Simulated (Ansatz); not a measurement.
# Si: the cost of one run

Method: DFT LDA, scalar-relativistic, plane waves, PAW, in Ansatz 0.2.0.

**1. The structure to begin with**

The structure is hexagonal, space group P6_3/mmc (No. 194). The conventional cell has a = 3.831 Å, b = 3.831 Å, c = 6.333 Å, α = 90.00°, β = 90.00°, γ = 120.00°. Si (site symmetry 3m) has 4 Si at 2.35 to 2.37 Å as nearest neighbours.

Coordinates:

```xyz
4
Lattice="3.8313 0.0000 0.0000 -1.9157 3.3180 0.0000 0.0000 0.0000 6.3326" Properties=species:S:1:pos:R:3 pbc="T T T"
Si    0.0000    2.2120    0.3990
Si    1.9157    1.1060    3.5653
Si    0.0000    2.2120    2.7673
Si    1.9157    1.1060    5.9336
```

It goes back to an entry of the Materials Project, which need not be the stable form.

No relaxation comes first: the listed cell is the starting point.

**2. The reference cell**

Reference values: F = -2434.5425 eV; pressure -2.04 GPa; largest force 0.013 eV/Å; gap on the mesh 0.31 eV. It was computed beforehand with the settings of the runs below.

**3. Setting up biaxial against axial strain**

The cell is strained by p along both x and y and by q along z, with fractional coordinates fixed.

**4. At p = -0.080, q = -0.080**

input.yaml

```yaml
crystal:
  lattice:
    - [3.5248120637, 0.0, 0.0]
    - [-1.7624060319, 3.0525767907, 0.0]
    - [0.0, 0.0, 5.8260122402]
  atoms:
    - { symbol: Si, position: [0.3333333333, 0.6666666667, 0.0630095] }
    - { symbol: Si, position: [0.6666666667, 0.3333333333, 0.5630095] }
    - { symbol: Si, position: [0.3333333333, 0.6666666667, 0.4369905] }
    - { symbol: Si, position: [0.6666666667, 0.3333333333, 0.9369905] }
basis:
  ecutwfc: 420
kpoints:
  mp_grid: { grid: [12, 12, 6] }
hamiltonian:
  xc: lda
scf:
  occupations: { method: gaussian, width: 0.03 }
output:
  forces: true
  stress: true
  eigenvalues: true
```

Started as:

```
> ansatz run input.yaml --threads 1 --pin off --max-ram 2560MiB --backend cpu --events-out ev --progress --plain --runs-dir out
```

**Question.** How long does this run take on 1 thread of Intel Xeon Platinum 8488C (Sapphire Rapids), shared host, and how much memory does it need?

About 2.4 s, with a peak of 0.36 GiB.
